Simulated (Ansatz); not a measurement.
# C7H12: up Jacob's ladder to CCSD(T)

Aim: compute C7H12 with functionals from several rungs and with coupled cluster. The yardstick is the atomisation energy at the CCSD(T) limit.

Program: Ansatz 0.2.0, Gaussian basis. Level of theory: functionals in def2-TZVPP, the program's frozen cores in correlated methods. These are calculated values, not measurements.

Plan: LDA (SPW92), PBE-D4, revPBE-D4, BLYP-D4, r2SCAN-D4, B97M-V, PBE0-D4, B3LYP-D4, r2SCANh-D4, r2SCAN0-D4, HSE06-D4, BHLYP-D4, CAM-B3LYP-D4, LC-ωPBE, ωB97X-V, ωB97M-V, B2PLYP, PBE-QIDH; CCSD(T)/def2-SVP; CCSD(T)/def2-TZVPP; MP2/def2-QZVPP; extrapolation to the limit; RPA on PBE.

**1. The relaxed structure**

An earlier PBE0-D4 in a triple-zeta def2 set relaxation fixed the geometry.

SMILES `CC1=C(C)CCC1`, 19 atoms, charge 0, spin multiplicity 1.

Atoms are counted from 1 here; the program's logs count them from 0.

Bond lengths: C1–C2 1.487 Å, C1–H8 1.096 Å, C1–H9 1.095 Å, C1–H10 1.091 Å, C2–C3 1.336 Å, C2–C7 1.505 Å, C3–C4 1.487 Å, C3–C5 1.505 Å, C4–H11 1.095 Å, C4–H12 1.096 Å, C4–H13 1.090 Å, C5–C6 1.533 Å, C5–H14 1.095 Å, C5–H15 1.099 Å, C6–C7 1.533 Å, C6–H16 1.092 Å, C6–H17 1.093 Å, C7–H18 1.099 Å and more. Angles: C2–C1–H8 110.7°, C2–C1–H9 110.9°, C2–C1–H10 112.7°, H8–C1–H9 106.4°, H8–C1–H10 107.9°, H9–C1–H10 108.0°, C1–C2–C3 128.4°, C1–C2–C7 120.3°, C3–C2–C7 111.3°, C2–C3–C4 128.4°, C2–C3–C5 111.3°, C4–C3–C5 120.3°, C3–C4–H11 110.9°, C3–C4–H12 110.7°, C3–C4–H13 112.7°, H11–C4–H12 106.4°, H11–C4–H13 108.0°, H12–C4–H13 107.9° and more.

**2. LDA**

This LDA is Slater exchange with PW92 correlation.

The input, in.yaml:

```yaml
crystal:
  periodic: [false, false, false]
  atoms:
    - {symbol: C, position_ang: [1.938112, 0.517255, 0.838311]}
    - {symbol: C, position_ang: [0.526439, 0.279872, 0.437011]}
    - {symbol: C, position_ang: [0.066254, -0.437640, -0.592037]}
    - {symbol: C, position_ang: [0.842431, -1.191711, -1.611432]}
    - {symbol: C, position_ang: [-1.438020, -0.477546, -0.601090]}
    - {symbol: C, position_ang: [-1.836976, 0.625525, 0.385270]}
    - {symbol: C, position_ang: [-0.601463, 0.827084, 1.269402]}
    - {symbol: H, position_ang: [2.123858, 0.135268, 1.848555]}
    - {symbol: H, position_ang: [2.161256, 1.589306, 0.866932]}
    - {symbol: H, position_ang: [2.652234, 0.042884, 0.164369]}
    - {symbol: H, position_ang: [0.601460, -0.844049, -2.621851]}
    - {symbol: H, position_ang: [0.589050, -2.257529, -1.582088]}
    - {symbol: H, position_ang: [1.920074, -1.099748, -1.472097]}
    - {symbol: H, position_ang: [-1.856150, -0.320865, -1.601075]}
    - {symbol: H, position_ang: [-1.789218, -1.466885, -0.275796]}
    - {symbol: H, position_ang: [-2.737513, 0.387283, 0.954181]}
    - {symbol: H, position_ang: [-2.037886, 1.546904, -0.167515]}
    - {symbol: H, position_ang: [-0.675914, 0.269400, 2.213544]}
    - {symbol: H, position_ang: [-0.448029, 1.875195, 1.547395]}
basis:
  gaussian: {orbitals: def2-TZVPP}
hamiltonian: {xc: lda}
output: {orbitals: {seedname: orbitals}}
```

Launch:

```console
$ ansatz run in.yaml --threads 2 --pin off --events-out ev --progress --plain --max-ram 32768MiB --backend cuda --devices 0, --max-vram 18GiB
```

Further steps of the session: PBE-D4 (GGA); revPBE-D4 (GGA); BLYP-D4 (GGA); r2SCAN-D4 (meta-GGA); B97M-V (meta-GGA); PBE0-D4 (hybrid); B3LYP-D4 (hybrid); r2SCANh-D4 (hybrid); r2SCAN0-D4 (hybrid); HSE06-D4 (hybrid); BHLYP-D4 (hybrid); CAM-B3LYP-D4 (range-separated); LC-ωPBE (range-separated); ωB97X-V (range-separated); ωB97M-V (range-separated); B2PLYP (double hybrid); PBE-QIDH (double hybrid); CCSD(T) in def2-SVP; CCSD(T) in def2-TZVPP; MP2 in def2-QZVPP; RPA on PBE orbitals.

**Question.** What will the summary of the whole plan be? Wanted: atomisation energy, CCSD(T)/CBS; farthest beyond LDA; mean size of error, GGA; mean size of error, meta-GGA; mean size of error, hybrid; mean size of error, range-separated; mean size of error, double hybrid; gap, smallest and largest; T1 diagnostic.

As calculated:

```
                               quantity                                                                                                         value
        atomisation energy, CCSD(T)/CBS                                                                                                     83.024 eV
    functionals within 0.415 eV (0.5 %)  revPBE-D4, BLYP-D4, r2SCAN-D4, B97M-V, B3LYP-D4, r2SCANh-D4, r2SCAN0-D4, LC-ωPBE, ωB97X-V, ωB97M-V, PBE-QIDH
                    farthest beyond LDA                                                                                            PBE-D4 (+2.056 eV)
                mean size of error, GGA                                                                                                      0.866 eV
           mean size of error, meta-GGA                                                                                                      0.348 eV
             mean size of error, hybrid                                                                                                      0.750 eV
    mean size of error, range-separated                                                                                                      0.324 eV
      mean size of error, double hybrid                                                                                                      0.504 eV
              gap, smallest and largest                                                                     5.05 eV (LDA (SPW92)), 12.07 eV (LC-ωPBE)
                          T1 diagnostic                                                                                                        0.0095
triples share of the correlation energy                                                                                                         4.2 %
```

What this shows: The LDA atomisation energy is off by 11.640 eV (14 %): it overbinds. PBE-D4 is off by +2.056 eV. Double hybrids carry the basis error of their MP2 part in triple zeta, and no dispersion term here, so their miss is partly the set-up's. The rungs range-separated, meta-GGA miss on average by less than the doubt on the reference (0.415 eV), so they tie. The reference freezes the cores and leaves out relativity and excitations past (T), so misses under about 0.415 eV can't be ranked. Hartree-Fock recovers 76 % of the binding; the rest is correlation. CCSD(T) in def2-SVP is off by -2.730 eV, worse than the median functional, from the basis alone. The gap grows from 5.0 to 12.1 eV across the functionals, mostly with the share of exact exchange.
